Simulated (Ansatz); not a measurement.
# CO2: the cost of one run

Program: Ansatz 0.2.0. Level of theory: DFT PBEsol, scalar-relativistic, plane waves, PAW. These are calculated values, not measurements.

2 further runs of the same task are left out: 2 set aside as unsound or not needed.

## 1. The structure to begin with

It takes space group Pa-3 (No. 205, cubic). Conventional cell: a = 5.713 Å, b = 5.713 Å, c = 5.713 Å, α = 90.00°, β = 90.00°, γ = 90.00°. Around C (site symmetry -3) lie 2 O at 1.17 Å. Around O (site symmetry 3) lie 1 C at 1.17 Å.

Coordinates:

```
CELL_PARAMETERS angstrom
5.71322 0.00000 0.00000
0.00000 5.71322 0.00000
0.00000 0.00000 5.71322
ATOMIC_POSITIONS crystal
C 0.00000 0.00000 0.00000
C 0.50000 0.00000 0.50000
C 0.50000 0.50000 0.00000
C 0.00000 0.50000 0.50000
O 0.11812 0.11812 0.11812
O 0.38188 0.88188 0.61812
O 0.61812 0.38188 0.88188
O 0.88188 0.61812 0.38188
O 0.88188 0.88188 0.88188
O 0.61812 0.11812 0.38188
O 0.38188 0.61812 0.11812
O 0.11812 0.38188 0.61812
```

This cell was relaxed beforehand with the same method: volume 15.54 Å³/atom, gap on the mesh 6.75 eV.

## 2. Relaxing with PBEsol

The input, input.yaml:

```yaml
crystal:
  lattice:
    - [5.7132173136, 0.0, 0.0]
    - [0.0, 5.7132173136, 0.0]
    - [0.0, 0.0, 5.7132173136]
  atoms:
    - { symbol: C, position: [0.0, 0.0, 0.0] }
    - { symbol: C, position: [0.5, 0.0, 0.5] }
    - { symbol: C, position: [0.5, 0.5, 0.0] }
    - { symbol: C, position: [0.0, 0.5, 0.5] }
    - { symbol: O, position: [0.118121848, 0.118121848, 0.118121848] }
    - { symbol: O, position: [0.381878152, 0.881878152, 0.618121848] }
    - { symbol: O, position: [0.618121848, 0.381878152, 0.881878152] }
    - { symbol: O, position: [0.881878152, 0.618121848, 0.381878152] }
    - { symbol: O, position: [0.881878152, 0.881878152, 0.881878152] }
    - { symbol: O, position: [0.618121848, 0.118121848, 0.381878152] }
    - { symbol: O, position: [0.381878152, 0.618121848, 0.118121848] }
    - { symbol: O, position: [0.118121848, 0.381878152, 0.618121848] }
basis:
  ecutwfc: 420
kpoints:
  mp_grid: { grid: [4, 4, 4] }
hamiltonian:
  xc: pbesol
scf:
  occupations: { method: gaussian, width: 0.02 }
output:
  forces: true
  stress: true
  eigenvalues: true
  write_density: true
  write_potential: true
  elf: true
  volumetric_format: npy
relax:
  adjacent_minimum: "off"
  f_tol: 0.005
  max_steps: 50
  cell: { stress_tol: 0.05 }
```

Command:

```console
$ ansatz run input.yaml --threads 4 --pin off --max-ram 10240MiB --backend cpu --events-out ev --progress --plain --runs-dir out
```

Q: Estimate wall time and peak memory on 4 threads of Arm Neoverse V1, shared host.

About 17 s, with a peak of 0.45 GiB.
